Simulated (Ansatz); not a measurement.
# Ag (sc type): how the settings move a single-point run

How sensitive is a single-point run of Ag (sc type) to its settings? A reference run comes first, then one run with altered input.

Computed with Ansatz 0.2.0 (reference: DFT, PBEsol, PAW with Ansatz's default frozen-core files, scalar-relativistic, unless a step's input says otherwise).

1 further run of the same task is left out (it didn't finish). Runs told in other sessions of the task aren't counted.

### Step 1. The system as given

Symmetry: Pm-3m, No. 221, cubic system. The conventional cell has a = 2.685 Å, b = 2.685 Å, c = 2.685 Å, α = 90.00°, β = 90.00°, γ = 90.00°. Around Ag (site symmetry m-3m) lie 6 Ag at 2.69 Å.

Coordinates:

```xyz
1
Lattice="2.6854 0.0000 0.0000 0.0000 2.6854 0.0000 0.0000 0.0000 2.6854" Properties=species:S:1:pos:R:3 pbc="T T T"
Ag    0.0000    0.0000    0.0000
```

### Step 2. Reference

The input, input.yaml:

```yaml
crystal:
  lattice:
    - [2.6853619988, 0.0, 0.0]
    - [0.0, 2.6853619988, 0.0]
    - [0.0, 0.0, 2.6853619988]
  atoms:
    - { symbol: Ag, position: [0.0, 0.0, 0.0] }
kpoints:
  mp_grid: { grid: [16, 16, 16] }
scf:
  occupations: { method: fermi_dirac, width: 0.05 }
hamiltonian:
  xc: pbesol
  pseudopotentials: { kind: paw }
output:
  forces: true
  stress: true
  eigenvalues: true
  write_density: true
  write_potential: true
  elf: true
  volumetric_format: npy
basis:
  ecutwfc: 600
```

The run is started by

```sh
> ansatz run input.yaml --threads 1 --pin off --max-ram 2048MiB --backend cpu --events-out ev --progress --plain --runs-dir out
```

### Step 3. Changed: occupations.method gaussian, occupations.width 0.001

Edit input.yaml of step 2 so:

```diff
@@ -10,3 +10,3 @@
 scf:
-  occupations: { method: fermi_dirac, width: 0.05 }
+  occupations: { method: gaussian, width: 0.001 }
 hamiltonian:
@@ -18,6 +18,2 @@
   eigenvalues: true
-  write_density: true
-  write_potential: true
-  elf: true
-  volumetric_format: npy
 basis:
```

What does the calculation give? Wanted: for each run, ending; energy change; pressure; gap; force.

The runs gave:

| run | ending | energy change | pressure (GPa) | gap (eV) | force (eV/Å) | cycles | time |
| --- | --- | --- | --- | --- | --- | --- | --- |
| reference | converged | 0 | 0.0 | 0.00 | 0.00 | 6 | 4.8 s |
| 1: occupations.method gaussian, occupations.width 0.001 | converged | +0.3 meV/atom (σ→0) | -0.1 | 0.00 | 0.00 | 6 | 3.6 s |

Times don't compare one to one where runs were asked for different outputs or read a saved state (see the inputs); cycles may leave out searches for a lower state.

Residual by cycle in the longest SCF loop of each run; runs are numbered as in the table. The quantity is the density residual dr2, in eV.

| cycle | reference | run 1 |
| --- | --- | --- |
| 1 | 0.0191 | 0.019 |
| 2 | 0.00152 | 0.00386 |
| 3 | 6.9e-5 | 4.0e-5 |
| 4 | 2.9e-6 | 1.7e-7 |
| 5 | 3.7e-9 | 1.3e-8 |
| 6 | 1.3e-10 | 3.6e-12 |

Changing the smearing hardly moves the energy: +0.3 meV/atom.
